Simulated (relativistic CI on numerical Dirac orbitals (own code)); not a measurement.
# Hf⁺: 4d photoemission multiplets

Wanted: the shape of the 4d photoemission spectrum of Hf⁺ in 3 surroundings, from the same atomic integrals.

Method: Dirac-Coulomb-Breit CI, KLI orbitals optimised for each configuration, model QED (radiative potential, 1s self-energy scaled to tabulated hydrogen-like ionisation energies), multiplet model of photoemission in the sudden approximation in a parametric crystal field. Code: relativistic CI on numerical Dirac orbitals (own code) version 1.

**1. The system**

* ion: Hf⁺ (Hf II)
* nuclear charge: 72
* electrons: 71
* configurations: [Xe] 4f14 5d3 → [Kr] 4d9 4f14 5s2 5p6 5d3
* temperature: 300 K
* widths: Lorentz 4.9 eV, Gauss 0.6 eV
* surrounding 1: D3d, 10Dq = 14750, Dsigma = 240, Dtau = -290 cm⁻¹
* surrounding 2: D3d, 10Dq = 14750, Dsigma = 720, Dtau = -290 cm⁻¹
* surrounding 3: D3d, 10Dq = 14750, Dsigma = 1200, Dtau = -290 cm⁻¹

**2. Surrounding 1: D3d, 10Dq = 14750, Dsigma = 240, Dtau = -290**

Settings of the run:

```ini
atom Hf  Z=72  charge=1  electrons=71
nucleus A=180  rms_radius_fm=5.3470
hamiltonian dirac-coulomb  breit=on  qed=on  c_scale=1
orbitals kli  potential=per-configuration
slater_scale 1
correlation none
mixing on
configurations
  [Xe] 4f14 5d3
  [Kr] 4d9 4f14 5s2 5p6 5d3
end
photoemission 4d T=300 lorentz=4.9 gauss=0.6
crystal_field D3d 10Dq=14750 Dsigma=240 Dtau=-290
```

**3. Surrounding 2: D3d, 10Dq = 14750, Dsigma = 720, Dtau = -290**

Changes to the settings of step 2:

```diff
@@ -12,2 +12,2 @@
 photoemission 4d T=300 lorentz=4.9 gauss=0.6
-crystal_field D3d 10Dq=14750 Dsigma=240 Dtau=-290
+crystal_field D3d 10Dq=14750 Dsigma=720 Dtau=-290
```

**4. Surrounding 3: D3d, 10Dq = 14750, Dsigma = 1200, Dtau = -290**

Changes to the settings of step 3:

```diff
@@ -12,2 +12,2 @@
 photoemission 4d T=300 lorentz=4.9 gauss=0.6
-crystal_field D3d 10Dq=14750 Dsigma=720 Dtau=-290
+crystal_field D3d 10Dq=14750 Dsigma=1200 Dtau=-290
```

(Steps that only read results are left out.)

**Question.** What will these runs give? Wanted: highest peak, first run; ground spin.

As calculated:

| surrounding | ground S | centroid (eV) | spread (eV) | up to four highest peaks (% of the highest), eV |
| --- | --- | --- | --- | --- |
| 1: D3d | 1.50 | 230.35 | 5.36 | 225.8 (100), 236.6 (69) |
| 2: D3d | 1.50 | 230.36 | 5.36 | 225.8 (100), 236.6 (69) |
| 3: D3d | 1.50 | 230.36 | 5.36 | 225.8 (100), 236.6 (69) |

| quantity | value |
| --- | --- |
| highest peak, first run | 225.8 eV |
| ground spin (effective S from ⟨S²⟩) | 1.50 |

The highest peak stays in place, within the step of the energy grid, in all surroundings. Energies are those of the free ion without screening by ligands; binding energies in solids differ by tens of eV.
